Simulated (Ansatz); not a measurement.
# K2Zn3: the cost of one run

Program: Ansatz 0.2.0. Level of theory: DFT PBE, scalar-relativistic, plane waves, PAW. These are calculated values, not measurements.

### Step 1. Starting point

The structure is trigonal, space group P-3m1 (No. 164). The conventional cell has a = 3.863 Å, b = 3.863 Å, c = 14.113 Å, α = 90.00°, β = 90.00°, γ = 120.00°. K (site symmetry 3m) has 6 Zn at 3.74 Å and 6 K at 3.86 Å in its first shell of neighbours. Zn (site symmetry 3m) has 9 Zn at 3.08 to 3.86 Å and 3 K at 3.74 Å in its first shell of neighbours. Around Zn (site symmetry -3m) lie 6 K at 3.74 Å and 6 Zn at 3.86 Å.

Coordinates:

```cif
data_structure
_symmetry_space_group_name_H-M 'P-3m1'
_symmetry_Int_Tables_number 164
_cell_length_a 3.8627
_cell_length_b 3.8627
_cell_length_c 14.1125
_cell_angle_alpha 90.000
_cell_angle_beta 90.000
_cell_angle_gamma 120.000
_cell_volume 182.35
loop_
_atom_site_label
_atom_site_type_symbol
_atom_site_symmetry_multiplicity
_atom_site_Wyckoff_symbol
_atom_site_fract_x
_atom_site_fract_y
_atom_site_fract_z
_atom_site_occupancy
K1 K 2 d 0.66667 0.33333 0.78763 1
Zn1 Zn 2 d 0.33333 0.66667 0.57527 1
Zn2 Zn 1 a 0.00000 0.00000 0.00000 1
```

A structure generator made this guess: close-packed layers stacked ABCAB|A (P-3m1, No. 164). The dimensions are guesses.

### Step 2. Probe: one point on a coarse mesh

Contents of input.yaml:

```yaml
crystal:
  lattice:
    - [3.86269864, 0.0, 0.0]
    - [-1.93134932, 3.34519515, 0.0]
    - [0.0, 0.0, 14.11250047]
  atoms:
    - { symbol: K, position: [0.66666667, 0.33333333, 0.7876348] }
    - { symbol: K, position: [0.33333333, 0.66666667, 0.2123652] }
    - { symbol: Zn, position: [0.33333333, 0.66666667, 0.57526959] }
    - { symbol: Zn, position: [0.0, 0.0, 0.0] }
    - { symbol: Zn, position: [0.66666667, 0.33333333, 0.42473041] }
basis:
  ecutwfc: 420
kpoints:
  mp_grid: { grid: [6, 6, 2] }
hamiltonian:
  xc: pbe
scf:
  occupations: { method: gaussian, width: 0.1 }
  lower_state_search: "off"
output:
  forces: true
  stress: true
  eigenvalues: true
```

The run is started by

```bash
ansatz run input.yaml --threads 1 --pin off --max-ram 2560MiB --backend cpu --events-out ev --progress --plain --runs-dir out
```

Q: Estimate wall time and peak memory on 1 thread of Arm Neoverse N1, shared host.

About 12 s, with a peak of 0.4 GiB.
